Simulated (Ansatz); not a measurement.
**Si3NH7: a ladder of functionals and wavefunction methods**

The task here is to estimate one member of a computed series from the others.

Program: Ansatz 0.2.0, Gaussian basis. Level of theory: functionals in def2-TZVPP, the program's frozen cores in correlated methods. These are calculated values, not measurements.

The runs, in order: PBE-D4, r2SCAN-D4, PBE0-D4, B3LYP-D4, ωB97X-V, ωB97M-V, B2PLYP; CCSD(T)/def2-TZVPP; MP2/def2-QZVPP; extrapolation to the limit.

**Structure used throughout**

The geometry comes from an earlier relaxation with PBE0-D4 in a triple-zeta def2 set; it is a stationary point, not always the lowest conformer.

11 atoms, charge 0, spin multiplicity 1.

Atoms are counted from 1 here; the program's logs count them from 0.

Bond lengths: Si1–N2 1.714 Å, Si1–H5 1.488 Å, Si1–H6 1.489 Å, Si1–H7 1.488 Å, N2–Si3 1.691 Å, N2–Si4 1.819 Å, Si3–Si4 2.497 Å, Si3–H8 1.481 Å, Si3–H9 1.479 Å, Si3–H11 1.590 Å, Si4–H10 1.537 Å. Angles: N2–Si1–H5 109.1°, N2–Si1–H6 109.8°, N2–Si1–H7 111.9°, H5–Si1–H6 109.9°, H5–Si1–H7 108.2°, H6–Si1–H7 107.9°, Si1–N2–Si3 135.5°, Si1–N2–Si4 130.6°, Si3–N2–Si4 90.6°, N2–Si3–Si4 46.8°, N2–Si3–H8 116.5°, N2–Si3–H9 118.9°, N2–Si3–H11 93.6°, Si4–Si3–H8 128.1°, Si4–Si3–H9 117.3°, Si4–Si3–H11 48.1°, H8–Si3–H9 112.6°, H8–Si3–H11 102.9° and more.

Set-up of the first run:

Input file in.yaml:

```yaml
crystal:
  periodic: [false, false, false]
  atoms:
    - {symbol: Si, position_ang: [-0.757844, 1.622878, -0.328789]}
    - {symbol: N, position_ang: [0.095429, 0.140298, -0.213828]}
    - {symbol: Si, position_ang: [0.189790, -1.111611, 0.918794]}
    - {symbol: Si, position_ang: [0.741853, -0.958346, -1.511404]}
    - {symbol: H, position_ang: [-1.302107, 1.765137, -1.705999]}
    - {symbol: H, position_ang: [-1.869784, 1.643538, 0.661035]}
    - {symbol: H, position_ang: [0.121557, 2.791430, -0.054664]}
    - {symbol: H, position_ang: [-1.085047, -1.535886, 1.541193]}
    - {symbol: H, position_ang: [1.321061, -1.130192, 1.871482]}
    - {symbol: H, position_ang: [2.177340, -1.056042, -0.971199]}
    - {symbol: H, position_ang: [0.433054, -2.228104, -0.186123]}
basis:
  gaussian: {orbitals: def2-TZVPP}
hamiltonian: {xc: pbe, dispersion: d4}
output: {forces: true, orbitals: {seedname: orbitals}}
```

Launch:

```
ansatz run in.yaml --threads 4 --pin off --events-out ev --progress --plain --max-ram 10444MiB
```

Among the steps run: PBE-D4 (GGA); r2SCAN-D4 (meta-GGA); PBE0-D4 (hybrid); B3LYP-D4 (hybrid); ωB97X-V (range-separated); ωB97M-V (range-separated); B2PLYP (double hybrid); CCSD(T) in def2-TZVPP; MP2 in def2-QZVPP.

One table of the session follows, with a row left open; its other results are not shown here.

```
            method  atomisation energy (kJ/mol)
            PBE-D4                       3320.9
         r2SCAN-D4                       3323.5
           PBE0-D4                       3295.3
          B3LYP-D4                       3347.0
           ωB97X-V                       3372.3
           ωB97M-V                       3360.4
            B2PLYP                       3288.9
     HF/def2-TZVPP                       2415.3
    MP2/def2-TZVPP                       3234.8
   CCSD/def2-TZVPP                       3201.3
CCSD(T)/def2-TZVPP                       3242.6
           MP2/CBS                            ?
       CCSD(T)/CBS                       3346.5
```

**Question.** Estimate the row for MP2/CBS.

As computed: atomisation energy (kJ/mol): 3338.7. In the column «atomisation energy (kJ/mol)» it lies between r2SCAN-D4 (3323.5) and CCSD(T)/CBS (3346.5).

Caveats from the session: Free atoms (3 Si, 1 N, 7 H) were run apart at each level; the atomisation energy is their sum less the molecule, without zero-point or spin-orbit terms.
